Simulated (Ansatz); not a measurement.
**BClH6Si2: basis-set convergence**

The task here is to estimate one member of a computed series from the others.

The runs use Ansatz 0.2.0, Gaussian basis; one geometry, several basis sets.

Levels to be run: PBE0-D4/def2-SVP; ωB97M-V/def2-SVP; PBE0-D4/def2-QZVPP; ωB97M-V/def2-QZVPP; the functionals' def2-TZVPP values are taken from earlier runs.

## The relaxed structure

All runs share one geometry, relaxed beforehand with PBE0-D4 in a triple-zeta def2 set.

10 atoms, charge 0, spin multiplicity 1.

Atoms are counted from 1 here; the program's logs count them from 0.

Bond lengths: Si1–Si2 2.348 Å, Si1–H5 1.488 Å, Si1–H6 1.487 Å, Si1–H7 1.487 Å, Si2–B3 2.005 Å, Si2–H8 1.489 Å, Si2–H9 1.490 Å, B3–Cl4 1.741 Å, B3–H10 1.194 Å. Angles: Si2–Si1–H5 110.1°, Si2–Si1–H6 110.6°, Si2–Si1–H7 109.7°, H5–Si1–H6 108.8°, H5–Si1–H7 108.7°, H6–Si1–H7 109.0°, Si1–Si2–B3 105.8°, Si1–Si2–H8 108.6°, Si1–Si2–H9 108.4°, B3–Si2–H8 112.3°, B3–Si2–H9 112.0°, H8–Si2–H9 109.5°, Si2–B3–Cl4 120.0°, Si2–B3–H10 123.7°, Cl4–B3–H10 116.1°.

Set-up of the first run:

in.yaml reads:

```yaml
crystal:
  periodic: [false, false, false]
  atoms:
    - {symbol: Si, position_ang: [-1.288781, 0.809980, 0.628278]}
    - {symbol: Si, position_ang: [0.543972, -0.654929, 0.528775]}
    - {symbol: B, position_ang: [1.364224, -0.383289, -1.280359]}
    - {symbol: Cl, position_ang: [0.797352, -1.308034, -2.642291]}
    - {symbol: H, position_ang: [-0.833432, 2.211549, 0.425497]}
    - {symbol: H, position_ang: [-1.965035, 0.712865, 1.949473]}
    - {symbol: H, position_ang: [-2.264368, 0.466861, -0.440367]}
    - {symbol: H, position_ang: [0.051169, -2.046259, 0.722167]}
    - {symbol: H, position_ang: [1.486526, -0.304700, 1.627860]}
    - {symbol: H, position_ang: [2.191475, 0.444855, -1.516032]}
basis:
  gaussian: {orbitals: def2-SVP}
hamiltonian: {xc: pbe0, dispersion: d4}
output: {orbitals: {seedname: orbitals}}
```

On the command line:

```
> ansatz run in.yaml --threads 2 --pin off --events-out ev --progress --plain --max-ram 4352MiB
```

Among the steps run: PBE0-D4 in def2-SVP; ωB97M-V in def2-SVP; PBE0-D4 in def2-QZVPP; ωB97M-V in def2-QZVPP.

One table of the session follows, with a row left open; its other results are not shown here.

It belongs to the step «Density functionals: the series». 

```
functional       basis  HOMO (eV)  LUMO (eV)
   PBE0-D4    def2-SVP      -7.77      -2.23
   PBE0-D4  def2-TZVPP      -7.80      -2.33
   PBE0-D4  def2-QZVPP          ?          ?
   ωB97M-V    def2-SVP      -9.80      -0.20
   ωB97M-V  def2-TZVPP      -9.86      -0.38
   ωB97M-V  def2-QZVPP      -9.87      -0.43
```

**Question.** Estimate the row for PBE0-D4, def2-QZVPP.

**Answer.** HOMO (eV): -7.81; LUMO (eV): -2.36. In the column «HOMO (eV)» it lies between ωB97M-V, def2-SVP (-9.80) and PBE0-D4, def2-TZVPP (-7.80).
